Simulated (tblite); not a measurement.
# ClGeH6Si2: the cost of one run

Programs: tblite 0.8.0 and PySCF 2.14.0. All values are calculated, for the isolated system unless a continuum is named. Atoms count from 0, parts from 1.

## Step 1: Starting point

10 atoms, charge 0, multiplicity 2; geometry: distance geometry start.

## Step 2: Relaxing the cluster with GFN2-xTB

Job settings and geometry (Å):

```
{"job": {"kind": "relax", "xc": "GFN2-xTB", "basis": "xTB"}, "charge": 0, "multiplicity": 2}
Si     1.221575     1.352848     0.511955
Si    -0.733826     2.402192     0.625832
Ge     1.236824    -0.835807     1.266821
Cl     2.397158     1.744519    -1.202196
H     -0.641105     3.496909     1.496991
H     -1.727364     1.501457     1.091663
H     -1.073533     2.852734    -0.685729
H      1.307949    -1.748562     0.103476
H      2.464560    -1.041080     2.158083
H     -0.006840    -1.102745     2.078689
```

Method: GFN2-xTB geometry optimisation, gas phase.

On the command line:

```sh
> OMP_NUM_THREADS=1 python cluster_run.py task.json out
```

This one command runs all jobs of the session in turn.

**Question.** How long does this first job take on 1 thread of Arm Neoverse V1, shared host?

About 2.2 s.
